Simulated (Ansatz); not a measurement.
**ClGeH₂S radical: one species, many methods**

Aim: compute ClGeH₂S radical with functionals from several rungs and with coupled cluster, and see how far each lands from CCSD(T) at the basis-set limit for the atomisation energy.

Computed with Ansatz 0.2.0, Gaussian basis. Level: functionals in def2-TZVPP, the program's frozen cores in correlated methods.

Plan: LDA (SPW92), PBE-D4, revPBE-D4, BLYP-D4, r2SCAN-D4, B97M-V, PBE0-D4, B3LYP-D4, r2SCANh-D4, r2SCAN0-D4, HSE06-D4, BHLYP-D4, CAM-B3LYP-D4, LC-ωPBE, ωB97X-V, ωB97M-V, B2PLYP, PBE-QIDH; CCSD(T)/def2-SVP; CCSD(T)/def2-TZVPP; CCSD(T)/def2-QZVPP; extrapolation to the limit; RPA on PBE.

## Step 1: Structure used throughout

An earlier PBE0-D4 in a triple-zeta def2 set relaxation fixed the geometry.

SMILES `[S][GeH2][Cl]`, 5 atoms, charge 0, spin multiplicity 2.

Atoms are counted from 1 here; the program's logs count them from 0.

Bond lengths: S1–Ge2 2.192 Å, Ge2–Cl3 2.155 Å, Ge2–H4 1.533 Å, Ge2–H5 1.533 Å. Angles: S1–Ge2–Cl3 112.2°, S1–Ge2–H4 108.4°, S1–Ge2–H5 108.5°, Cl3–Ge2–H4 106.9°, Cl3–Ge2–H5 106.9°, H4–Ge2–H5 114.1°.

## Step 2: LDA

This LDA is Slater exchange with PW92 correlation.

The input, in.yaml:

```yaml
crystal:
  periodic: [false, false, false]
  atoms:
    - {symbol: S, position_ang: [0.940850, 0.234619, 1.873499]}
    - {symbol: Ge, position_ang: [0.042502, -0.137825, -0.091152]}
    - {symbol: Cl, position_ang: [-1.324060, 1.424288, -0.669677]}
    - {symbol: H, position_ang: [1.161568, -0.160228, -1.138244]}
    - {symbol: H, position_ang: [-0.770960, -1.434555, -0.015828]}
basis:
  gaussian: {orbitals: def2-TZVPP}
magnetization: {spin_polarized: true, initial_magnetization: 1}
hamiltonian: {xc: lda}
output: {orbitals: {seedname: orbitals}}
```

Run with:

```console
$ ansatz run in.yaml --threads 2 --pin off --events-out ev --progress --plain --max-ram 32768MiB --backend cpu
```

The runs that follow: PBE-D4 (GGA); revPBE-D4 (GGA); BLYP-D4 (GGA); r2SCAN-D4 (meta-GGA); B97M-V (meta-GGA); PBE0-D4 (hybrid); B3LYP-D4 (hybrid); r2SCANh-D4 (hybrid); r2SCAN0-D4 (hybrid); HSE06-D4 (hybrid); BHLYP-D4 (hybrid); CAM-B3LYP-D4 (range-separated); LC-ωPBE (range-separated); ωB97X-V (range-separated); ωB97M-V (range-separated); B2PLYP (double hybrid); PBE-QIDH (double hybrid); CCSD(T) in def2-SVP; CCSD(T) in def2-TZVPP; CCSD(T) in def2-QZVPP; RPA on PBE orbitals.

Before running them: what should the planned runs give, taken together? Wanted: atomisation energy, CCSD(T)/CBS; farthest beyond LDA; mean size of error, GGA; mean size of error, meta-GGA; mean size of error, hybrid; mean size of error, range-separated; mean size of error, double hybrid; gap, smallest and largest; T1 diagnostic.

**Answer**, as computed:

| quantity | value |
| --- | --- |
| atomisation energy, CCSD(T)/CBS | 1231.2 kJ/mol |
| functionals within 12.3 kJ/mol (1.0 %) | PBE-D4, PBE0-D4, r2SCANh-D4, r2SCAN0-D4, HSE06-D4, ωB97M-V, PBE-QIDH |
| farthest beyond LDA | BHLYP-D4 (-38.8 kJ/mol) |
| mean size of error, GGA | 20.1 kJ/mol |
| mean size of error, meta-GGA | 27.9 kJ/mol |
| mean size of error, hybrid | 13.0 kJ/mol |
| mean size of error, range-separated | 15.5 kJ/mol |
| mean size of error, double hybrid | 18.5 kJ/mol |
| gap, smallest and largest | 0.13 eV (LDA (SPW92)), 8.29 eV (LC-ωPBE) |
| T1 diagnostic | 0.0118 |
| triples share of the correlation energy | 3.9 % |

What this shows: The LDA atomisation energy is off by 188.5 kJ/mol (15 %): it overbinds. PBE-D4 is off by +8.6 kJ/mol. Double hybrids carry the basis error of their MP2 part in triple zeta, and no dispersion term here, so their miss is partly the set-up's. By mean error the best rung here is hybrid (13.0 kJ/mol) and the worst beyond LDA is meta-GGA (27.9 kJ/mol). The gap between the best rungs is small, so their order is not settled. The reference freezes the cores and leaves out relativity and excitations past (T), and its outer-core shells are covered unevenly, so misses under about 12.3 kJ/mol can't be ranked. Hartree-Fock recovers 71 % of the binding; the rest is correlation. CCSD(T) in def2-SVP is off by -116.2 kJ/mol, worse than the median functional, from the basis alone. The gap grows from 0.1 to 8.3 eV across the functionals, mostly with the share of exact exchange. Correlated methods include outer-core shells of Ge, which these sets cover unevenly.
